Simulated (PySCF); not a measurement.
# How the numerical set-up moves the result for InI

Aim: see how much the energy and properties of InI depend on the numerical set-up.

Program: PySCF 2.14.0. Level of theory: method and basis as typed in the scripts. These are calculated values, not measurements.

2 further runs of the same task are left out: 1 for a known fault of the program, 1 that didn't finish.

## 1. Starting geometry

InI: 2 atoms, charge 0, spin multiplicity 1.

Bond lengths: In1–I2 3.105 Å.

## 2. The base run

Contents of input.py:

```python
from pyscf import gto, scf, mp

mol = gto.M(
    atom='In 0 0 0; I 0 0 3.105',
    basis='crenbl',
    ecp={'In': 'crenbl', 'I': 'crenbl'},
    charge=0,
    spin=0,
    verbose=3,
)
mf = scf.RHF(mol)
mf.kernel()
mp.MP2(mf).kernel()
mf.dip_moment()
print('orbital energies (hartree):', mf.mo_energy[..., max(0, mol.nelec[1]-3):mol.nelec[0]+3].round(4))
```

Launch:

```
$ python input.py
```

The log of this run is left out.

Base result: E(SCF) = -166.174865 Eh, E(MP2) − E(SCF) = -0.42879 Eh, μ = 6.55 D (of the SCF density).

The bond length is a typed value, not an optimised one.

## 3. Core potential off

Variant 1 changes core potential: on → off. The core potential changes with it: totals don't compare.

Contents of input.py:

```python
from pyscf import gto, scf, mp

mol = gto.M(
    atom='In 0 0 0; I 0 0 3.105',
    basis='crenbl',
    charge=0,
    spin=0,
    verbose=3,
)
mf = scf.RHF(mol)
mf.kernel()
mp.MP2(mf).kernel()
mf.dip_moment()
print('orbital energies (hartree):', mf.mo_energy[..., max(0, mol.nelec[1]-3):mol.nelec[0]+3].round(4))
```

Launch:

```
$ python input.py
```

## 4. Sto-3g (core potential off)

Variant 2 changes basis set: crenbl → sto-3g; core potential: on → off. The core potential changes with it: totals don't compare.

input.py, as its differences from that of step 2:

```diff
@@ -4,4 +4,3 @@
     atom='In 0 0 0; I 0 0 3.105',
-    basis='crenbl',
-    ecp={'In': 'crenbl', 'I': 'crenbl'},
+    basis='sto-3g',
     charge=0,
```

## 5. Lanl2dz

Variant 3 changes basis set: crenbl → lanl2dz. The core potential changes with it: totals don't compare.

input.py, as its differences from that of step 2:

```diff
@@ -4,4 +4,4 @@
     atom='In 0 0 0; I 0 0 3.105',
-    basis='crenbl',
-    ecp={'In': 'crenbl', 'I': 'crenbl'},
+    basis='lanl2dz',
+    ecp={'In': 'lanl2dz', 'I': 'lanl2dz'},
     charge=0,
```

## 6. Density fitting weigend

Variant 4 changes density fitting: none → weigend.

input.py, as its differences from that of step 2:

```diff
@@ -11,2 +11,3 @@
 mf = scf.RHF(mol)
+mf = mf.density_fit(auxbasis='weigend')
 mf.kernel()
```

## 7. Cartesian functions on

Variant 5 changes Cartesian functions: off → on.

input.py, as its differences from that of step 2:

```diff
@@ -8,2 +8,3 @@
     spin=0,
+    cart=True,
     verbose=3,
```

Before running it: what results should come out? Wanted: for each run, E(SCF); from base; gap; SCF dipole; after the SCF.

As calculated:

| run | E(SCF) (hartree) | from base (eV) | gap (eV) | SCF dipole (D) | functions | after the SCF |
| --- | --- | --- | --- | --- | --- | --- |
| base | -166.174865 | 0 | n/a | 6.55 | 64 | MP2 correlation -11.668 eV |
| core potential off (poor choice) | -2783.112819 | not comparable | 5.85 | 6.45 | 64 | MP2 correlation -0.919 eV |
| sto-3g (core potential off) | -12533.596242 | not comparable | 9.67 | 6.20 | 54 | MP2 correlation -0.685 eV |
| lanl2dz | -13.026251 | not comparable | n/a | 7.12 | 16 | MP2 correlation -1.035 eV |
| density fitting weigend (poor choice) | -164.693024 | not comparable | n/a | 6.75 | 64 | MP2 correlation -12.701 eV |
| Cartesian functions on | -166.185490 | -0.2891 | n/a | 6.54 | n/a | MP2 correlation -12.037 eV |

What this shows: Rows marked «poor choice» come from settings spoiled on purpose.
